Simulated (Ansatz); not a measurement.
# WC (Fm-3m): equation of state with a fit

Where is the equilibrium volume of WC (Fm-3m), and how stiff is it? Wanted for WC (Fm-3m): an equation of state with a fit.

All numbers are computed with Ansatz 0.2.0, driven from Python. Level of theory: DFT r2SCAN, plane waves, PAW.

### Step 1. The system

The structure is cubic, space group Fm-3m (No. 225). The conventional cell has a = 4.385 Å, b = 4.385 Å, c = 4.385 Å, α = 90.00°, β = 90.00°, γ = 90.00°. W (site symmetry m-3m) is surrounded by 6 C at 2.19 Å. Around C (site symmetry m-3m) lie 6 W at 2.19 Å.

The script holds or builds the structure itself.

### Step 2. The script

eos_wc.py

```python
"""Energy against volume for WC, with a fit."""

import warnings

import ansatz as az
import numpy as np

VECTORS = np.array([
    [0.0, 2.192684, 2.192684],
    [2.192684, 0.0, 2.192684],
    [2.192684, 2.192684, 0.0],
])
SITES = [
    ("W", (0.0, 0.0, 0.0)),
    ("C", (0.5, 0.5, 0.5)),
]


def crystal_on(cell):
    crystal = az.Crystal(lattice=az.Lattice.of(cell))
    for symbol, position in SITES:
        crystal = crystal.atom(symbol, position)
    return crystal


def main() -> None:
    warnings.simplefilter("ignore", az.DeckWarning)

    # uniform scaling of the cell
    volumes, energies, pressures = [], [], []
    for scale in np.linspace(0.94, 1.06, 7):
        cell = VECTORS * scale ** (1 / 3)
        job = (
            crystal_on(cell).calculation()
            .basis(19 * az.Ha)
            .occupations("fermi_dirac", width=100 * az.meV)
            .functional(az.Functional.R2SCAN)
            .kpoints(11, 11, 11)
            .stress()
        )
        r = job.run(threads=1).report
        volumes.append(abs(np.linalg.det(cell)) / len(SITES))
        energies.append(r["free_energy_ev"] / len(SITES))
        pressures.append(np.trace(r["stress_gpa"]) / 3)
        print(f"V = {volumes[-1]:8.4f} A^3/atom  F = {energies[-1]:.5f} eV/atom  P = {pressures[-1]:8.3f} GPa")

    # third-order Birch-Murnaghan: a cubic in V^(-2/3)
    x = np.array(volumes) ** (-2 / 3)
    poly = np.polynomial.Polynomial.fit(x, energies, 3).convert()
    roots = poly.deriv().roots()
    x0 = min((r.real for r in roots if abs(r.imag) < 1e-9 and poly.deriv(2)(r.real) > 0), key=lambda r: abs(r - x.mean()))
    v0 = x0 ** -1.5
    b0 = 4 / 9 * poly.deriv(2)(x0) * v0 ** (-7 / 3) * 160.21766
    b1 = 4 + 2 / 3 * x0 * poly.deriv(3)(x0) / poly.deriv(2)(x0)
    print(f"V0 = {v0:.4f} A^3/atom, B0 = {b0:.1f} GPa, dB/dP = {b1:.2f}")


if __name__ == "__main__":
    main()
```

### Step 3. The run

Launch:

```
> python eos_wc.py
```

**Question.** Estimate the equilibrium volume and the bulk modulus.

As calculated:

| quantity | value |
| --- | --- |
| runs compared | 7 |
| range of energy | 59.46 meV/atom |
| lowest point, volume (Å³/atom) | 10.331 |
| equilibrium volume (fit) | 10.40 Å³/atom |
| bulk modulus (fit) | 381 GPa |

In words: A third-order Birch-Murnaghan fit through the 7 points has its minimum at 10.40 Å³ an atom, 1.3 % below the typed cell, with a bulk modulus of 381 GPa and dB/dP = 4.3. From that minimum the energy rises by 30.2 meV an atom on the compressed side and 60.0 meV on the expanded side. What to keep in mind:
- For a metal this k-point mesh is coarse: on a finer one energies can move by several to tens of meV an atom and pressures by half a GPa or more, differences at one mesh by less.
- Pressure is positive in compression.
- Spin-orbit coupling, which matters for elements this heavy, is left out.
- This cell is a computed structure, which may not be the phase found in nature.
